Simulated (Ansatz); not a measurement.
# W (bcc type): how the settings move a single-point run

Aim: see which settings change the result for W (bcc type), by how much, and at what cost.

Method: reference: DFT, PBE, all-electron LAPW, scalar-relativistic, in Ansatz 0.2.0.

### 1 The structure to begin with

The structure is cubic, space group Im-3m (No. 229). Conventional cell: a = 2.345 Å, b = 2.345 Å, c = 2.345 Å, α = 90.00°, β = 90.00°, γ = 90.00°. W (site symmetry m-3m) is surrounded by 8 W at 2.03 Å.

Structure file:

```xyz
1
Lattice="-1.1727 1.1727 1.1727 1.1727 -1.1727 1.1727 1.1727 1.1727 -1.1727" Properties=species:S:1:pos:R:3 pbc="T T T"
W     0.0000    0.0000    0.0000
```

### 2 The reference run

input.yaml

```yaml
crystal:
  lattice:
    - [-1.172698332, 1.172698332, 1.172698332]
    - [1.172698332, -1.172698332, 1.172698332]
    - [1.172698332, 1.172698332, -1.172698332]
  atoms:
    - { symbol: W, position: [0.0, 0.0, 0.0] }
kpoints:
  mp_grid: { grid: [19, 19, 19] }
  band_path:
    path:
      - [0.0, 0.0, 0.0]
      - [0.5, -0.5, 0.5]
      - [0.0, 0.0, 0.5]
      - [0.0, 0.0, 0.0]
      - [0.25, 0.25, 0.25]
      - [0.5, -0.5, 0.5]
      - [0.25, 0.25, 0.25]
      - [0.0, 0.0, 0.5]
    npoints: 8
scf:
  occupations: { method: fermi_dirac, width: 0.05 }
hamiltonian:
  xc: pbe
  pseudopotentials: { kind: all_electron, lapw: { basis_error: 0.001 } }
output:
  forces: true
  stress: true
  eigenvalues: true
  populations: true
  dos: { projected: true, de: 0.2, e_range: [-14, 8] }
```

Run with:

```bash
ansatz run input.yaml --threads 1 --pin off --max-ram 2048MiB --backend cpu --events-out ev --progress --plain --runs-dir out
```

### 3 Variant: occupations.method gaussian, occupations.width 0.15, preconditioner kerker_dos

Changes to input.yaml since step 2:

```diff
@@ -21,3 +21,4 @@
 scf:
-  occupations: { method: fermi_dirac, width: 0.05 }
+  occupations: { method: gaussian, width: 0.15 }
+  mixing: { preconditioner: kerker_dos }
 hamiltonian:
@@ -30,2 +31 @@
   populations: true
-  dos: { projected: true, de: 0.2, e_range: [-14, 8] }
```

Before running it: what results should come out? Wanted: for each run, ending; energy change; pressure; gap; force.

As calculated:

| run | ending | energy change | pressure (GPa) | gap (eV) | force (eV/Å) | cycles | time |
| --- | --- | --- | --- | --- | --- | --- | --- |
| reference | converged | 0 | 1687.7 | 0.00 | 0.00 | 6 | 29 s |
| 1: occupations.method gaussian, occupations.width 0.15, preconditioner kerker_dos | converged | +0.1 meV/atom (σ→0) | 1687.6 | 0.00 | 0.00 | 7 | 31 s |

Times don't compare one to one where runs were asked for different outputs or read a saved state (see the inputs); cycles may leave out searches for a lower state.

Residual by cycle in the longest SCF loop of each run; runs are numbered as in the table. The quantity is the density residual dr2, in eV.

| cycle | reference | run 1 |
| --- | --- | --- |
| 1 | 0.0115 | 0.0115 |
| 2 | 0.00301 | 0.00375 |
| 3 | 0.00102 | 0.00192 |
| 4 | 2.6e-5 | 2.2e-4 |
| 5 | 5.3e-8 | 3.6e-6 |
| 6 | 1.6e-9 | 1.4e-8 |
| 7 | - | 7.1e-10 |

Changing the smearing and mixing leaves the energy as it was (+0.1 meV/atom). The structure is not at rest: the sound run finds 1688 GPa, so these are no properties of the relaxed crystal. 
